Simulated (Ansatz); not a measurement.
# GaH₅O₂S (built from SMILES OO.[SH][GaH2]): search for a transition state

Aim: find the saddle point of a four-centre ligand exchange that is to form Ga1–O6, S2–H5 and break Ga1–S2, H5–O6, prove it by its vibrations, and relax downhill on both sides to see what it joins.

Computed with Ansatz 0.2.0, Gaussian basis. Level: PBE0-D4, def2-SVP first, then def2-TZVP.

152 further runs of the same task are left out: 152 set aside as unsound or not needed.

**1. Starting geometry**

The guess: 9 atoms, charge 0, spin multiplicity 1.

Atoms are counted from 1 here; the program's logs count them from 0.

Bond lengths: Ga1–S2 2.417 Å, Ga1–H3 1.539 Å, Ga1–H4 1.557 Å, Ga1–O6 2.162 Å, S2–H5 1.592 Å, S2–H8 1.334 Å, O6–O7 1.435 Å, O7–H9 0.969 Å. Angles: S2–Ga1–H3 119.9°, S2–Ga1–H4 107.6°, S2–Ga1–O6 75.5°, H3–Ga1–H4 121.3°, H3–Ga1–O6 118.7°, H4–Ga1–O6 104.3°, Ga1–S2–H5 62.2°, Ga1–S2–H8 90.0°, H5–S2–H8 89.7°, Ga1–O6–O7 77.5°, O6–O7–H9 103.3°.

Coordinates:

```xyz
9

Ga   -0.6833   -0.7963   -0.2318
S     1.6487   -0.8805    0.3977
H    -1.0886   -1.0045   -1.7016
H    -1.5088   -1.4210    0.9312
H     0.8719    0.4938    0.6068
O    -0.2348    1.2060    0.4491
O    -0.2807    1.3655   -0.9763
H     1.3022   -1.2549    1.6300
H    -0.0266    2.2917   -1.1050
```

Distances that are to change: Ga1–O6 2.16 Å, S2–H5 1.59 Å, Ga1–S2 2.42 Å, H5–O6 1.33 Å.

**2. Constrained relaxation of the guess**

Contents of hold/in.yaml:

```yaml
crystal:
  periodic: [false, false, false]
  atoms:
    - {symbol: Ga, position_ang: [-0.683300, -0.796300, -0.231800]}
    - {symbol: S, position_ang: [1.648700, -0.880500, 0.397700]}
    - {symbol: H, position_ang: [-1.088600, -1.004500, -1.701600]}
    - {symbol: H, position_ang: [-1.508800, -1.421000, 0.931200]}
    - {symbol: H, position_ang: [0.871900, 0.493800, 0.606800]}
    - {symbol: O, position_ang: [-0.234800, 1.206000, 0.449100]}
    - {symbol: O, position_ang: [-0.280700, 1.365500, -0.976300]}
    - {symbol: H, position_ang: [1.302200, -1.254900, 1.630000]}
    - {symbol: H, position_ang: [-0.026600, 2.291700, -1.105000]}
basis:
  gaussian: {orbitals: def2-SVP}
hamiltonian: {xc: pbe0, dispersion: d4}
relax: {f_tol: 0.04, max_steps: 150, escape_saddle: false, constraints: [{distance: [0, 5]}, {distance: [1, 4]}, {distance: [0, 1]}, {distance: [4, 5]}]}
```

The run is started by

```console
> ansatz run in.yaml --threads 4 --pin off --events-out ev --progress --plain --max-ram 9574MiB
```

The runs that follow: Force constants to start from; Saddle search in the small basis; Saddle search in triple zeta; Checking the order of the point; Relaxing after a step of 0.30 Å one way along the mode; Relaxing after a step of 0.30 Å the other way along the mode.

**Question.** What will these runs give? Wanted: imaginary mode; barrier from the start side; barrier from the end side; energy of the step; pairs that change; zero-point energy at the saddle.

**Answer**, as computed:

| quantity | value |
| --- | --- |
| imaginary mode | 466i cm⁻¹ |
| barrier from the start side | 0.621 eV |
| barrier from the end side | 0.243 eV |
| energy of the step | +0.378 eV |
| pairs that change | Ga1–O6 tightened, S2–H5 formed, Ga1–S2 loosened, H5–O6 broken |
| zero-point energy at the saddle | 1.285 eV |

One imaginary mode, 466i cm⁻¹, makes this a first-order saddle. It joins the planned start and end. A bond meant to break is only loosened at the end: the products stay bound as an adduct. At PBE0-D4/def2-TZVP the electronic barrier is 0.621 eV, about 24 kT at 298 K, and the step runs 0.378 eV uphill. A step off the saddle overshot and began above it in energy, so the link to its end is likely but not proven.
